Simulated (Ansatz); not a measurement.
# HSSeSi−: single points off equilibrium

The task here is to estimate one member of a computed series from the others.

Program: Ansatz 0.2.0, Gaussian basis. Level of theory: single points in def2-TZVPPD. These are calculated values, not measurements.

Cores are frozen in the correlated methods. Filled d shells of the heavier atoms are correlated.

## Where the work starts

4 atoms, charge -1, spin multiplicity 1.

Atoms are counted from 1 here; the program's logs count them from 0.

Bond lengths: S1–Si2 2.014 Å, Si2–Se3 2.190 Å, Si2–H4 1.348 Å. Angles: S1–Si2–Se3 132.8°, S1–Si2–H4 107.6°, Se3–Si2–H4 119.0°.

Geometry (Å):

```
S    -1.6594   -0.1479    1.2286
Si   -0.1047   -0.0340   -0.0460
Se    1.9971   -0.6265    0.1146
H    -0.4958    0.7102   -1.0993
```

Set-up of the first run:

run/in.yaml

```yaml
crystal:
  periodic: [false, false, false]
  atoms:
    - {symbol: S, position_ang: [-1.659352, -0.147883, 1.228587]}
    - {symbol: Si, position_ang: [-0.104679, -0.033955, -0.046031]}
    - {symbol: Se, position_ang: [1.997101, -0.626545, 0.114598]}
    - {symbol: H, position_ang: [-0.495799, 0.710197, -1.099322]}
basis:
  gaussian: {orbitals: "def2-TZVPPD.json"}
total_charge: -1
hamiltonian: {xc: pbe, dispersion: d4}
output: {forces: true}
```

The basis file named in the input lies beside it (Basis Set Exchange, JSON).

The run is started by

```
$ ansatz run in.yaml --threads 2 --pin off --events-out ev --progress --plain --max-ram 3481MiB
```

Steps of the session up to this table: PBE-D4/def2-TZVPPD; r2SCAN-D4/def2-TZVPPD; PBE0-D4/def2-TZVPPD; wB97M-V/def2-TZVPPD; CCSD(T)/def2-TZVPPD.

One table of the session follows, with a row left open; its other results are not shown here.

| method | RMS force component (eV/Å) | angle to CCSD(T) forces (°) |
| --- | --- | --- |
| PBE-D4 | 1.540 | 4.8 |
| r2SCAN-D4 | 1.543 | 1.6 |
| PBE0-D4 | 1.579 | 3.1 |
| wB97M-V | ? | ? |
| CCSD(T) | 1.518 | reference |

Q: Estimate the row for wB97M-V from the others.

**Answer.** RMS force component (eV/Å): 1.544; angle to CCSD(T) forces (°): 5.0. In the column «RMS force component (eV/Å)» it lies between r2SCAN-D4 (1.543) and PBE0-D4 (1.579).
